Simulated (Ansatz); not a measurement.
# CH4BrFOSi: the cost of one run

Method: RKS r2SCAN-D4/def2-SVP, in Ansatz 0.2.0.

1 further run of the same task is left out (it didn't finish).

## (1) The starting structure

Bond lengths: F1–C2 1.289 Å, C2–Br3 1.926 Å, C2–O4 1.472 Å, O4–Si5 1.686 Å, C2–H6 1.078 Å, Si5–H7 1.459 Å, Si5–H8 1.450 Å, Si5–H9 1.456 Å. Angles: F1–C2–Br3 108.6°, F1–C2–O4 110.3°, F1–C2–H6 109.6°, Br3–C2–O4 107.8°, Br3–C2–H6 106.6°, O4–C2–H6 113.7°, C2–O4–Si5 112.7°, O4–Si5–H7 110.7°, O4–Si5–H8 108.9°, O4–Si5–H9 104.9°, H7–Si5–H8 111.6°, H7–Si5–H9 110.7°, H8–Si5–H9 109.9°.

As a file:

```xyz
9

F    -1.4156    0.7549    0.8930
C    -0.3651    0.0690    1.1891
Br    0.2001    0.5457    2.9676
O     0.7339    0.3936    0.2656
Si    0.4234   -0.1054   -1.3143
H    -0.6128   -0.9793    1.2162
H    -0.6088    0.7262   -1.9244
H     0.0417   -1.5038   -1.2977
H     1.6917    0.0528   -2.0121
```

## (2) End point A

The input, input.yaml:

```yaml
crystal:
  periodic: [false, false, false]
  atoms:
    - { symbol: F, position_ang: [-1.4156, 0.7549, 0.893] }
    - { symbol: C, position_ang: [-0.3651, 0.069, 1.1891] }
    - { symbol: Br, position_ang: [0.2001, 0.5457, 2.9676] }
    - { symbol: O, position_ang: [0.7339, 0.3936, 0.2656] }
    - { symbol: Si, position_ang: [0.4234, -0.1054, -1.3143] }
    - { symbol: H, position_ang: [-0.6128, -0.9793, 1.2162] }
    - { symbol: H, position_ang: [-0.6088, 0.7262, -1.9244] }
    - { symbol: H, position_ang: [0.0417, -1.5038, -1.2977] }
    - { symbol: H, position_ang: [1.6917, 0.0528, -2.0121] }
basis:
  gaussian: { orbitals: def2-SVP }
hamiltonian:
  xc: r2scan
  dispersion: d4
relax:
  f_tol: 0.02
  max_steps: 50
```

Command:

```console
> ansatz run input.yaml --threads 2 --pin off --max-ram 3072MiB --backend cpu --events-out ev --progress --plain --runs-dir out
```

Q: Estimate wall time and peak memory on 2 threads of Arm Neoverse V1, shared host.

About 2.2 min, with a peak of 0.2 GiB.
